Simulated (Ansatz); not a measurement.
# (HZn-mu-OH)2 (Zn₂H₄O₂): a spread of methods and bases

How do the results and run time of (HZn-mu-OH)2 (Zn₂H₄O₂) respond when the settings are drawn wide?

Program: Ansatz 0.2.0, Gaussian basis. Level of theory: the settings change from run to run. These are calculated values, not measurements.

**1. The geometry**

An earlier r2SCAN-D4/def2-SVP relaxation fixed the geometry.

8 atoms, charge 0, spin multiplicity 1.

Atoms are counted from 1 here; the program's logs count them from 0.

Bond lengths: Zn1–H2 1.528 Å, Zn1–O3 1.929 Å, Zn1–O6 1.929 Å, O3–Zn4 1.929 Å, O3–H7 0.961 Å, Zn4–H5 1.528 Å, Zn4–O6 1.929 Å, O6–H8 0.961 Å. Angles: H2–Zn1–O3 140.2°, H2–Zn1–O6 140.1°, O3–Zn1–O6 79.7°, Zn1–O3–Zn4 100.3°, Zn1–O3–H7 129.9°, Zn4–O3–H7 129.9°, O3–Zn4–H5 140.1°, O3–Zn4–O6 79.7°, H5–Zn4–O6 140.1°, Zn1–O6–Zn4 100.3°, Zn1–O6–H8 129.9°, Zn4–O6–H8 129.9°.

**2. wB97X/cc-pVDZ**

Set apart from the defaults: density fitting with def2-universal-jkfit.

in.yaml

```yaml
crystal:
  periodic: [false, false, false]
  atoms:
    - {symbol: Zn, position_ang: [-0.625706, 1.266098, 0.446439]}
    - {symbol: H, position_ang: [-1.270545, 2.572521, 0.907977]}
    - {symbol: O, position_ang: [0.633160, 0.617613, -0.863990]}
    - {symbol: Zn, position_ang: [0.625701, -1.266098, -0.446543]}
    - {symbol: H, position_ang: [1.272099, -2.572321, -0.906453]}
    - {symbol: O, position_ang: [-0.634348, -0.617804, 0.862911]}
    - {symbol: H, position_ang: [1.126259, 1.097894, -1.534874]}
    - {symbol: H, position_ang: [-1.126610, -1.097914, 1.534533]}
basis:
  gaussian: {orbitals: cc-pVDZ, fitting: {mean_field: def2-universal-jkfit}}
hamiltonian: {xc: {name: wB97X}}
scf: {omitted_lower_state_checks: [starts]}
output: {forces: true}
```

Command:

```sh
ansatz run in.yaml --threads 4 --pin off --events-out ev --progress --plain --max-ram 3916MiB
```

What it wrote, cut to the lines that bear on the results:

```text
Functional definition: wB97X
  name "wB97X"
  cite "Chai & Head-Gordon, J. Chem. Phys. 128, 084106 (2008) doi:10.1063/1.2834918"
  cite "Becke, J. Chem. Phys. 107, 8554 (1997) doi:10.1063/1.475007"
[...]
  # The coefficients of nought are those of the uniform gas.
[...]
      + exact_x_lr(omega)
[...]
      + integral(e_c_pw_opposite_spin*poly(b97_u_opposite, 1, cos1, cos2, cos3, cos4))
[...]
754 factors; integrals over basis functions are off by at most 3.2e-1 eV
754 factors; integrals over basis functions are off by at most 8.5e-7 eV
[...]
mean field -101004.82330950 eV, -3711.8587930958 hartree, gradient 3.5e-5 eV, S^2 0.000000; 0 other end points of the search recorded, 0 dependent functions left out
[...]
reference -101004.82326039 eV, -3711.8587912912 hartree; 40, 40 occupied and 94, 94 virtual orbitals, 754 factors
Total energy: -101004.82326039 eV, -3711.8587912912 hartree
Atom 0 at    -0.625706     1.266098     0.446439 Å, force    -0.114844     0.232176     0.082134 eV/Å
Atom 1 at    -1.270545     2.572521     0.907977 Å, force    -0.041151     0.083275     0.029233 eV/Å
Atom 2 at     0.633160     0.617613    -0.863990 Å, force     0.198516     0.192991    -0.270212 eV/Å
Atom 3 at     0.625701    -1.266098    -0.446543 Å, force     0.114517    -0.231789    -0.081580 eV/Å
Atom 4 at     1.272099    -2.572321    -0.906453 Å, force     0.041118    -0.083229    -0.029458 eV/Å
Atom 5 at    -0.634348    -0.617804     0.862911 Å, force    -0.198051    -0.193406     0.270066 eV/Å
Atom 6 at     1.126259     1.097894    -1.534874 Å, force    -0.076947    -0.074937     0.104671 eV/Å
Atom 7 at    -1.126610    -1.097914     1.534533 Å, force     0.076842     0.074918    -0.104854 eV/Å
Dipole moment:     0.000118     0.000017    -0.000024 e Å
Checks for a lower state left out: starts
```

Wall time 7 s (4 threads of Intel Xeon Platinum 8259CL at 2.50GHz, shared host).

Largest force 0.387 eV/Å, dipole 0.00 D.

**3. PBEsol/cc-pVDZ**

Options: D3(BJ) dispersion.

Changes to in.yaml since step 2:

```diff
@@ -12,5 +12,3 @@
 basis:
-  gaussian: {orbitals: cc-pVDZ, fitting: {mean_field: def2-universal-jkfit}}
-hamiltonian: {xc: {name: wB97X}}
-scf: {omitted_lower_state_checks: [starts]}
-output: {forces: true}
+  gaussian: {orbitals: cc-pVDZ}
+hamiltonian: {xc: {name: PBEsol}, dispersion: d3bj}
```

Launched as before.

What it wrote:

```text
Functional definition: PBEsol
  name "PBEsol"
  cite "Perdew et al., Phys. Rev. Lett. 100, 136406 (2008) doi:10.1103/PhysRevLett.100.136406"
  cite "Perdew, Burke & Ernzerhof, Phys. Rev. Lett. 77, 3865 (1996) doi:10.1103/PhysRevLett.77.3865"
  parent pbesol
  exchange = pbesol_x
  correlation = pbesol_c
1486 factors; their error is unknown
mean field evaluation 1: about -100880.7293 eV, gradient 1.0e2 eV
mean field evaluation 2: about -100747.8038 eV, gradient 2.7e2 eV
mean field evaluation 4: about -100894.6229 eV, gradient 2.4e1 eV
mean field evaluation 8: about -100895.1088 eV, gradient 2.5e-1 eV
mean field evaluation 16: about -100895.0791 eV, gradient 4.0e-5 eV
mean field -100895.07914362 eV, -3707.8257693872 hartree, gradient 4.0e-5 eV, S^2 0.000000; 0 other end points of the search recorded, 0 dependent functions left out
reference -100895.07920193 eV, -3707.8257715300 hartree; 40, 40 occupied and 94, 94 virtual orbitals, 1486 factors
Total energy: -100895.14241920 eV, -3707.8280947219 hartree
```

Wall time 1.8 s (4 threads of Intel Xeon Platinum 8259CL at 2.50GHz, shared host).

**4. PBEsol/def2-SVPD**

Changes to in.yaml since step 3:

```diff
@@ -12,3 +12,4 @@
 basis:
-  gaussian: {orbitals: cc-pVDZ}
-hamiltonian: {xc: {name: PBEsol}, dispersion: d3bj}
+  gaussian: {orbitals: def2-SVPD}
+hamiltonian: {xc: {name: PBEsol}}
+scf: {omitted_lower_state_checks: [starts]}
```

Launched as before.

What it wrote:

```text
Functional definition: PBEsol
  name "PBEsol"
  cite "Perdew et al., Phys. Rev. Lett. 100, 136406 (2008) doi:10.1103/PhysRevLett.100.136406"
  cite "Perdew, Burke & Ernzerhof, Phys. Rev. Lett. 77, 3865 (1996) doi:10.1103/PhysRevLett.77.3865"
  parent pbesol
  exchange = pbesol_x
  correlation = pbesol_c
these checks for a lower state are left out or cut short: starts
1384 factors; their error is unknown
mean field evaluation 1: about -100858.2529 eV, gradient 1.1e2 eV
mean field evaluation 2: about -100709.8969 eV, gradient 2.6e2 eV
mean field evaluation 4: about -100876.0845 eV, gradient 2.1e1 eV
mean field evaluation 8: about -100876.6069 eV, gradient 1.9e-1 eV
mean field evaluation 16: about -100876.5440 eV, gradient 1.0e-4 eV
mean field -100876.54401560 eV, -3707.1446159959 hartree, gradient 8.6e-6 eV, S^2 0.000000; 0 other end points of the search recorded, 0 dependent functions left out
reference -100876.54407490 eV, -3707.1446181753 hartree; 40, 40 occupied and 106, 106 virtual orbitals, 1384 factors
Total energy: -100876.54407490 eV, -3707.1446181753 hartree
Checks for a lower state left out: starts
```

It took 2 s on 4 threads of Intel Xeon Platinum 8259CL at 2.50GHz, shared host.

**5. PBE0-DH/6-31G***

Options: charge +1, multiplicity 2.

Changes to in.yaml since step 4:

```diff
@@ -12,4 +12,6 @@
 basis:
-  gaussian: {orbitals: def2-SVPD}
-hamiltonian: {xc: {name: PBEsol}}
+  gaussian: {orbitals: "6-31G*"}
+total_charge: 1
+magnetization: {spin_polarized: true, initial_magnetization: 1}
+hamiltonian: {xc: {name: PBE0-DH}}
 scf: {omitted_lower_state_checks: [starts]}
```

The command is unchanged.

What it wrote, cut to the lines that bear on the results:

```text
Functional definition: PBE0-DH
  name "PBE0-DH"
  cite "Brémond & Adamo, J. Chem. Phys. 135, 024106 (2011) doi:10.1063/1.3604569"
  cite "Perdew, Burke & Ernzerhof, Phys. Rev. Lett. 77, 3865 (1996) doi:10.1103/PhysRevLett.77.3865"
[...]
1029 factors; integrals over basis functions are off by at most 9.1e-4 eV
[...]
mean field -100945.12182335 eV, -3709.6648039471 hartree, gradient 5.4e-6 eV, S^2 0.779311; 0 other end points of the search recorded, 0 dependent functions left out
12 core orbitals not correlated: weight in the atoms' cores, before any rotation towards them, 1.000 or more for the frozen orbitals, at most 0.000 for the correlated occupied ones
reference -100945.12185154 eV, -3709.6648049829 hartree; 28, 27 occupied and 70, 71 virtual orbitals, 1029 factors
second order -34.47525467 eV of doubles, -0.00000000 eV of singles
Total energy: -100949.43125837 eV, -3709.8231727630 hartree
Checks for a lower state left out: starts
```

Wall time 5.5 s (4 threads of Intel Xeon Platinum 8259CL at 2.50GHz, shared host).

⟨S²⟩ 0.779.

**6. All runs side by side**

```csv
level,charge,multiplicity,geometry,functions,energy (eV),time
wB97X/cc-pVDZ,0,1,relaxed,134,-101004.823,7 s
PBEsol/cc-pVDZ,0,1,relaxed,134,-100895.142,1.8 s
PBEsol/def2-SVPD,0,1,relaxed,146,-100876.544,2 s
PBE0-DH/6-31G*,1,2,relaxed,110,-100949.431,5.5 s
```

**7. Results**

```
                                         quantity                  value
                                             runs                      4
                                         quickest  PBEsol/cc-pVDZ, 1.8 s
                                          slowest     wB97X/cc-pVDZ, 7 s
spread of total energies, same state and geometry               128.3 eV
```

**Reading.** Run time spans a factor of 4, from PBEsol/cc-pVDZ to wB97X/cc-pVDZ. The jobs differ in tasks and options as well as level. The totals spread over 128 eV; they can't be compared across methods or bases. At the r2SCAN-D4/def2-SVP geometry and in the same state, runs without warnings or point charges leave forces up to 0.39 eV/Å (wB97X/cc-pVDZ).
